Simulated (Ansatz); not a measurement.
# AlGe (doublet): from Hartree-Fock to the top rungs at distance Ge1–Al2 = 4.008 Å, cc-pVDZ

An exercise on one series of results from a longer session: the logs are not shown, and one member is left open.

Program: Ansatz 0.2.0, Gaussian basis. Level of theory: cc-pVDZ, core rule «outside noble gas», up to 19 orbitals frozen. These are calculated values, not measurements.

Plan: UHF; CCSD(T) on ROHF; CCSD(T) on UHF; BCCD(T) on ROHF; CISD; CCSDT(Q) on ROHF; CCSDT(Q) on UHF; CASSCF and MRCISD+Q, 3 electrons in 3 orbitals; CASSCF and NEVPT2, 3 electrons in 3 orbitals; CASSCF and MRCISD+Q, 7 electrons in 8 orbitals; CASSCF and NEVPT2, 7 electrons in 8 orbitals; Full CI.

35 further runs of the same task are left out: 5 for a known fault of the program, 24 that didn't finish, 6 set aside as unsound or not needed.

### The system

The geometry derives from a PBE0/def2-TZVP stationary point (not a proven minimum). One bond is set to the value named and the two fragments are kept rigid. No spin-orbit coupling is included. The filled d shell of Ge may be among the frozen orbitals whatever the setting's name suggests; the logs give the count.

2 atoms, charge 0, spin multiplicity 2.

Atoms are counted from 1 here; the program's logs count them from 0.

No contacts short enough for the rule that draws bonds.

Set-up of the first run:

Input file in.yaml:

```yaml
crystal:
  periodic: [false, false, false]
  atoms:
    - {symbol: Ge, position_ang: [0.000000, 0.000000, 0.000000]}
    - {symbol: Al, position_ang: [0.000000, 0.000000, 4.008000]}
basis:
  gaussian: {orbitals: cc-pVDZ}
magnetization: {spin_polarized: true, initial_magnetization: 1}
hamiltonian: {xc: hf}
output: {orbitals: {seedname: orbitals}}
```

Command:

```
ansatz run in.yaml --threads 1 --pin off --events-out ev --progress --plain --max-ram 2393MiB
```

Among the steps run: UHF; CCSD(T) on ROHF; CCSD(T) on UHF; BCCD(T) on ROHF; CISD; CCSDT(Q) on ROHF; CCSDT(Q) on UHF; CASSCF and MRCISD+Q, 3 electrons in 3 orbitals; CASSCF and NEVPT2, 3 electrons in 3 orbitals; CASSCF and MRCISD+Q, 7 electrons in 8 orbitals; CASSCF and NEVPT2, 7 electrons in 8 orbitals; Full CI.

One table of the session follows, with a row left open; its other results are not shown here.

It belongs to the step «Misses and costs». 

```
          method  from FCI (meV)
            ROHF         +4123.0
            RMP2         +1434.1
            CISD          +667.2
           RCCSD          +280.5
        RCCSD(T)           +84.9
         BCCD(T)               ?
          RCCSDT           +22.8
       RCCSDT(Q)            +3.3
     CASSCF pair         +3143.4
     NEVPT2 pair          +913.2
     MRCISD pair          +273.3
   MRCISD+Q pair           -60.4
  CASSCF valence         +2075.6
  NEVPT2 valence          +612.7
  MRCISD valence          +151.6
MRCISD+Q valence           +16.3
             FCI               0
```

Q: Estimate the row for BCCD(T) from the others.

**Answer.** from FCI (meV): +117.6. In the column «from FCI (meV)» it lies between RCCSD(T) (+84.9) and MRCISD valence (+151.6).

Left out of the table: UHF, UMP2, UCCSD, UCCSD(T), UCCSDT, UCCSDT(Q) (another determinant or state than the rows shown).

Limits of these values: MRCISD+Q pair falls below full CI: the +Q correction isn't variational, and the cores differ from full CI's.
